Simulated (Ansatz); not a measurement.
# AlH3OS2: two geometries relaxed, part 2 of 2

Aim: relax the geometries before and after the reaction (1,2-elimination), and see whether they are two minima and how far apart in energy. Meant to form: H4–S2; to break: Al1–S2, H4–S3. The start is a guess near the saddle point, from which both ends are pulled out.

Ansatz 0.2.0; RKS r2SCAN-D4/cc-pVDZ.

## Step 5: The log goes on: pulled along the bonds that form and break, towards end B

The log, continued:

```text
1064 factors; their error is unknown
mean field -30362.53489849 eV, -1115.8025770542 hartree, gradient 8.6e-5 eV, S^2 0.000000; 0 other end points of the search recorded, 0 dependent functions left out
the calculation of the forces begins
reference -30362.53491006 eV, -1115.8025774794 hartree; 28, 28 occupied and 55, 55 virtual orbitals, 1064 factors
relax step  12: F+E_penalty+E_count = -30362.57625340 eV  Δ(F+E_penalty+E_count) = -1.229e-2 eV  max|allowed force component| = 2.481e-1 eV/Å  E_restraint = 0.00146553 eV  max|allowed force component, restraints' pulls added| = 4.909e-2 eV/Å  Δτ_max = 0.1987 Å  (33 SCF iters, accepted)
  distance H 3 - S 1 = 1.3644 Å
  distance Al 0 - S 1 = 3.5515 Å
  distance H 3 - S 2 = 2.6624 Å
these checks for a lower state are left out or cut short: starts, cluster_reference, orbital_swaps, neighbouring_geometries, increment
1064 factors; their error is unknown
mean field -30362.42172754 eV, -1115.7984180985 hartree, gradient 8.0e-5 eV, S^2 0.000000; 0 other end points of the search recorded, 0 dependent functions left out
the calculation of the forces begins
reference -30362.42173904 eV, -1115.7984185210 hartree; 28, 28 occupied and 55, 55 virtual orbitals, 1064 factors
relax step  13: F+E_penalty+E_count = -30362.46315863 eV  Δ(F+E_penalty+E_count) = +1.131e-1 eV  max|allowed force component| = 2.110e0 eV/Å  E_restraint = 0.00156460 eV  max|allowed force component, restraints' pulls added| = 2.110e0 eV/Å  Δτ_max = 0.1904 Å  (33 SCF iters, rejected (line search))
  distance H 3 - S 1 = 1.3641 Å
  distance Al 0 - S 1 = 3.5518 Å
  distance H 3 - S 2 = 2.6644 Å
these checks for a lower state are left out or cut short: starts, cluster_reference, orbital_swaps, neighbouring_geometries, increment
1064 factors; their error is unknown
mean field evaluation 96: about -30362.5274 eV, gradient 2.9e-4 eV
mean field -30362.52744715 eV, -1115.8023032226 hartree, gradient 1.5e-5 eV, S^2 0.000000; 0 other end points of the search recorded, 0 dependent functions left out
the calculation of the forces begins
reference -30362.52745865 eV, -1115.8023036452 hartree; 28, 28 occupied and 55, 55 virtual orbitals, 1064 factors
relax step  14: F+E_penalty+E_count = -30362.56885427 eV  Δ(F+E_penalty+E_count) = +7.399e-3 eV  max|allowed force component| = 8.003e-1 eV/Å  E_restraint = 0.00254814 eV  max|allowed force component, restraints' pulls added| = 8.003e-1 eV/Å  Δτ_max = 0.0796 Å  (31 SCF iters, rejected (line search))
  distance H 3 - S 1 = 1.3656 Å
  distance Al 0 - S 1 = 3.5488 Å
  distance H 3 - S 2 = 2.6638 Å
these checks for a lower state are left out or cut short: starts, cluster_reference, orbital_swaps, neighbouring_geometries, increment
1064 factors; their error is unknown
mean field -30362.53659466 eV, -1115.8026393874 hartree, gradient 1.0e-5 eV, S^2 0.000000; 0 other end points of the search recorded, 0 dependent functions left out
the calculation of the forces begins
reference -30362.53660619 eV, -1115.8026398111 hartree; 28, 28 occupied and 55, 55 virtual orbitals, 1064 factors
relax step  15: F+E_penalty+E_count = -30362.57797812 eV  Δ(F+E_penalty+E_count) = -1.725e-3 eV  max|allowed force component| = 2.636e-1 eV/Å  E_restraint = 0.00176863 eV  max|allowed force component, restraints' pulls added| = 1.176e-1 eV/Å  Δτ_max = 0.0388 Å  (31 SCF iters, accepted)
  distance H 3 - S 1 = 1.3647 Å
  distance Al 0 - S 1 = 3.5507 Å
  distance H 3 - S 2 = 2.6629 Å
these checks for a lower state are left out or cut short: starts, cluster_reference, orbital_swaps, neighbouring_geometries, increment
1064 factors; their error is unknown
mean field -30362.53532240 eV, -1115.8025926327 hartree, gradient 2.7e-5 eV, S^2 0.000000; 0 other end points of the search recorded, 0 dependent functions left out
the calculation of the forces begins
reference -30362.53533386 eV, -1115.8025930536 hartree; 28, 28 occupied and 55, 55 virtual orbitals, 1064 factors
relax step  16: F+E_penalty+E_count = -30362.57679361 eV  Δ(F+E_penalty+E_count) = +1.185e-3 eV  max|allowed force component| = 4.753e-1 eV/Å  E_restraint = 0.00248508 eV  max|allowed force component, restraints' pulls added| = 4.753e-1 eV/Å  Δτ_max = 0.0975 Å  (30 SCF iters, rejected (line search))
  distance H 3 - S 1 = 1.3654 Å
  distance Al 0 - S 1 = 3.5494 Å
  distance H 3 - S 2 = 2.6648 Å
these checks for a lower state are left out or cut short: starts, cluster_reference, orbital_swaps, neighbouring_geometries, increment
1064 factors; their error is unknown
mean field -30362.53782309 eV, -1115.8026845312 hartree, gradient 1.0e-5 eV, S^2 0.000000; 0 other end points of the search recorded, 0 dependent functions left out
the calculation of the forces begins
reference -30362.53783458 eV, -1115.8026849534 hartree; 28, 28 occupied and 55, 55 virtual orbitals, 1064 factors
relax step  17: F+E_penalty+E_count = -30362.57926381 eV  Δ(F+E_penalty+E_count) = -1.286e-3 eV  max|allowed force component| = 2.804e-1 eV/Å  E_restraint = 0.00197990 eV  max|allowed force component, restraints' pulls added| = 1.541e-1 eV/Å  Δτ_max = 0.0474 Å  (31 SCF iters, accepted)
  distance H 3 - S 1 = 1.3649 Å
  distance Al 0 - S 1 = 3.5502 Å
  distance H 3 - S 2 = 2.6634 Å
these checks for a lower state are left out or cut short: starts, cluster_reference, orbital_swaps, neighbouring_geometries, increment
1064 factors; their error is unknown
mean field -30362.53847124 eV, -1115.8027083503 hartree, gradient 9.9e-6 eV, S^2 0.000000; 0 other end points of the search recorded, 0 dependent functions left out
the calculation of the forces begins
reference -30362.53848270 eV, -1115.8027087714 hartree; 28, 28 occupied and 55, 55 virtual orbitals, 1064 factors
relax step  18: F+E_penalty+E_count = -30362.57996965 eV  Δ(F+E_penalty+E_count) = -7.058e-4 eV  max|allowed force component| = 3.087e-1 eV/Å  E_restraint = 0.00183345 eV  max|allowed force component, restraints' pulls added| = 5.254e-2 eV/Å  Δτ_max = 0.0500 Å  (30 SCF iters, accepted)
  distance H 3 - S 1 = 1.3653 Å
  distance Al 0 - S 1 = 3.5510 Å
  distance H 3 - S 2 = 2.6635 Å
1064 factors; their error is unknown
mean field evaluation 128: about -30362.5385 eV, gradient 9.8e-6 eV
mean field -30362.53847124 eV, -1115.8027083503 hartree, gradient 9.8e-6 eV, S^2 0.000000; 1 other end points of the search recorded, 0 dependent functions left out
the calculation of the forces begins
reference -30362.53848270 eV, -1115.8027087714 hartree; 28, 28 occupied and 55, 55 virtual orbitals, 1064 factors
Total energy: -30362.57998111 eV, -1115.8042338100 hartree
Atom 0 at    -1.432016    -0.092844     0.023223 Å, force     0.308703    -0.020823    -0.053876 eV/Å
Atom 1 at     2.086455    -0.107781    -0.455788 Å, force    -0.182581     0.101962     0.059215 eV/Å
Atom 2 at    -1.230891    -2.102777    -0.221120 Å, force    -0.101749    -0.026381     0.020980 eV/Å
Atom 3 at     1.238174    -1.170406    -0.579688 Å, force    -0.011001    -0.061156    -0.025500 eV/Å
Atom 4 at    -1.783687     1.562147     0.259549 Å, force     0.013552     0.052540    -0.004762 eV/Å
Atom 5 at     2.271164    -0.364261     0.863282 Å, force     0.002246     0.003858    -0.007533 eV/Å
Atom 6 at    -1.149198     2.275924     0.110442 Å, force    -0.029170    -0.049999     0.011476 eV/Å
Dipole moment:     0.172210     0.720446     0.186351 e Å
```

Wall time 56 s (2 threads of Arm Neoverse V1, shared host); peak memory 0.15 GiB.

Step by step:

```csv
step,energy from step 1 (eV),largest force component (eV/Å)
1,0.0000,1.8670
2,0.4270,2.9582
3,0.4131,3.1187
4,0.3207,0.9668
5,0.2929,0.2537
6,0.2914,0.4533
7,0.2846,0.3173
8,0.2718,0.6704
9,0.2306,0.2742
10,0.1956,0.2835
11,0.1753,0.2613
12,0.1630,0.2481
13x,0.2761,2.1103
14x,0.1704,0.8003
15,0.1613,0.2636
16x,0.1625,0.4753
17,0.1600,0.2804
18,0.1593,0.3087
```

Step 1 is the start. 3 steps were tried and not accepted (marked x). Energies and forces in the table leave out the springs, which the log lists apart; the run stops on the force with the springs' pull added.

After: Bond lengths: Al1–S3 2.035 Å, S2–H4 1.365 Å, Al1–O5 1.708 Å, S2–H6 1.356 Å, O5–H7 0.967 Å. Angles: S3–Al1–O5 173.7°, H4–S2–H6 91.5°, Al1–O5–H7 124.0°.

Pairs that crossed the distance rule for bonds on the way: came closer S2–H4; moved apart Al1–S2.

## Step 6: Relaxing end B

It starts where the restrained run ended.

Input file input.yaml:

```yaml
crystal:
  periodic: [false, false, false]
  atoms:
    - { symbol: Al, position_ang: [-1.432016, -0.092844, 0.023223] }
    - { symbol: S, position_ang: [2.086455, -0.107781, -0.455788] }
    - { symbol: S, position_ang: [-1.230891, -2.102777, -0.22112] }
    - { symbol: H, position_ang: [1.238174, -1.170406, -0.579688] }
    - { symbol: O, position_ang: [-1.783687, 1.562147, 0.259549] }
    - { symbol: H, position_ang: [2.271164, -0.364261, 0.863282] }
    - { symbol: H, position_ang: [-1.149198, 2.275924, 0.110442] }
basis:
  gaussian: { orbitals: cc-pVDZ }
hamiltonian:
  xc: r2scan
  dispersion: d4
relax:
  f_tol: 0.03
  max_steps: 50
```

Command:

```
$ ansatz run input.yaml --threads 2 --pin off --max-ram 3072MiB --backend cpu --events-out ev --progress --plain --runs-dir out
```

What it wrote, cut to the lines that bear on the results:

```text
Warning: RAYON_NUM_THREADS=2 ignored (pool sized by the plan → 2); use --threads N
[...]
[... 1 set-up line as earlier in the session ...]
[...]
1064 factors; their error is unknown
[...]
mean field -30362.53845160 eV, -1115.8027076286 hartree, gradient 5.4e-5 eV, S^2 0.000000; 0 other end points of the search recorded, 0 dependent functions left out
[...]
reference -30362.53846291 eV, -1115.8027080443 hartree; 28, 28 occupied and 55, 55 virtual orbitals, 1064 factors
relax step   1: F+E_penalty+E_count = -30362.57995001 eV  Δ(F+E_penalty+E_count) = +0.000e0 eV  max|allowed force component| = 3.086e-1 eV/Å  Δτ_max = 0.0000 Å  (28 SCF iters, accepted)
[...]
relax step   5: F+E_penalty+E_count = -30362.77170877 eV  Δ(F+E_penalty+E_count) = +7.772e-2 eV  max|allowed force component| = 1.751e0 eV/Å  Δτ_max = 0.1927 Å  (36 SCF iters, rejected (line search))
[...]
relax step   9: F+E_penalty+E_count = -30362.90013449 eV  Δ(F+E_penalty+E_count) = -1.195e-2 eV  max|allowed force component| = 1.582e-1 eV/Å  Δτ_max = 0.0488 Å  (31 SCF iters, accepted)
[...]
relax step  13: F+E_penalty+E_count = -30363.52494360 eV  Δ(F+E_penalty+E_count) = -3.741e-1 eV  max|allowed force component| = 1.241e0 eV/Å  Δτ_max = 0.1834 Å  (36 SCF iters, accepted)
[...]
relax step  15: F+E_penalty+E_count = -30364.18421264 eV  Δ(F+E_penalty+E_count) = -2.580e-1 eV  max|allowed force component| = 5.645e-1 eV/Å  Δτ_max = 0.1906 Å  (30 SCF iters, accepted)
[...]
relax step  16: F+E_penalty+E_count = -30364.32625270 eV  Δ(F+E_penalty+E_count) = -1.420e-1 eV  max|allowed force component| = 1.155e0 eV/Å  Δτ_max = 0.1934 Å  (29 SCF iters, accepted)
[...]
1064 factors; their error is unknown
[...]
mean field -30364.42452259 eV, -1115.8720194591 hartree, gradient 6.3e-5 eV, S^2 0.000000; 0 other end points of the search recorded, 0 dependent functions left out
[...]
reference -30364.42453372 eV, -1115.8720198682 hartree; 28, 28 occupied and 55, 55 virtual orbitals, 1064 factors
```

## Step 7: More of the same log: end point B relaxed

The log, continued, cut to the lines that bear on the results:

```text
relax step  17: F+E_penalty+E_count = -30364.46471717 eV  Δ(F+E_penalty+E_count) = -1.385e-1 eV  max|allowed force component| = 2.515e-1 eV/Å  Δτ_max = 0.1960 Å  (32 SCF iters, accepted)
[...]
relax step  20: F+E_penalty+E_count = -30364.55641725 eV  Δ(F+E_penalty+E_count) = -9.072e-3 eV  max|allowed force component| = 1.452e-1 eV/Å  Δτ_max = 0.0930 Å  (28 SCF iters, accepted)
[...]
relax step  23: F+E_penalty+E_count = -30364.56348195 eV  Δ(F+E_penalty+E_count) = -4.359e-4 eV  max|allowed force component| = 3.749e-2 eV/Å  Δτ_max = 0.0172 Å  (26 SCF iters, accepted)
[...]
relax step  26: F+E_penalty+E_count = -30364.56476424 eV  Δ(F+E_penalty+E_count) = -2.016e-4 eV  max|allowed force component| = 7.345e-2 eV/Å  Δτ_max = 0.0444 Å  (28 SCF iters, accepted)
[...]
reference -30364.52508458 eV, -1115.8757150441 hartree; 28, 28 occupied and 55, 55 virtual orbitals, 1064 factors
Total energy: -30364.56505554 eV, -1115.8771839497 hartree
Atom 0 at    -0.321013     0.203856    -0.007075 Å, force     0.000607    -0.003119     0.002774 eV/Å
Atom 1 at     1.783408     0.803858     0.254987 Å, force     0.003616    -0.013706    -0.000096 eV/Å
Atom 2 at    -0.983526    -1.864478    -0.323484 Å, force     0.009256    -0.000884    -0.000593 eV/Å
Atom 3 at     0.279936    -2.359361    -0.301703 Å, force    -0.008403     0.002377     0.000374 eV/Å
Atom 4 at    -1.584419     1.372477     0.026967 Å, force     0.001771     0.002394    -0.000507 eV/Å
Atom 5 at     2.250060    -0.468235     0.177579 Å, force    -0.005001     0.013672    -0.001064 eV/Å
Atom 6 at    -1.424445     2.311886     0.172629 Å, force    -0.001845    -0.000732    -0.000888 eV/Å
Dipole moment:     0.300364     0.057297     0.039267 e Å
```

It took 92 s on 2 threads of Arm Neoverse V1, shared host; peak memory 0.15 GiB.

The steps of the relaxation:

```csv
step,energy from step 1 (eV),largest force component (eV/Å)
1,0.0000,0.3086
2,-0.0811,0.4227
3,-0.1936,0.5216
4,-0.2695,0.3715
5x,-0.1918,1.7512
6,-0.2984,0.1611
7x,-0.2972,0.4126
8,-0.3082,0.1340
9,-0.3202,0.1582
10,-0.3447,0.2406
11,-0.4040,0.5107
12,-0.5709,1.1401
13,-0.9450,1.2409
14,-1.3462,0.8705
15,-1.6043,0.5645
16,-1.7463,1.1548
17,-1.8848,0.2515
18,-1.9374,0.1567
19,-1.9674,0.3051
20,-1.9765,0.1452
21,-1.9831,0.0238
22x,-1.9325,1.2952
23,-1.9835,0.0375
24,-1.9846,0.0052
25x,-1.9830,0.2831
26,-1.9848,0.0734
27x,-1.9846,0.0672
28,-1.9851,0.0137
```

Step 1 is the start. 5 steps were tried and not accepted (marked x).

After: Bond lengths: Al1–S2 2.204 Å, Al1–S3 2.195 Å, S3–H4 1.357 Å, Al1–O5 1.721 Å, S2–H6 1.357 Å, O5–H7 0.964 Å. Angles: Al1–S2–H6 93.8°, S2–Al1–S3 124.2°, S2–Al1–O5 120.9°, S3–Al1–O5 114.9°, Al1–S3–H4 93.5°, Al1–O5–H7 122.9°.

Pairs that crossed the distance rule for bonds on the way: came closer Al1–S2, S3–H4; moved apart S2–H4.

## Step 8: Summary of results

What follows sums up all 2 parts.

| quantity | value |
| --- | --- |
| end A | 8 moves, 0.247 eV lower |
| end B | 22 moves, 1.985 eV lower |
| largest difference between the ends | 0.05 Å |
| end B relative to end A | -0.000 eV |

What this shows: Both starts fell into the same minimum (no atom differs by more than 0.05 Å), so from this start no second minimum was found and no band was run; another arrangement could still be one.
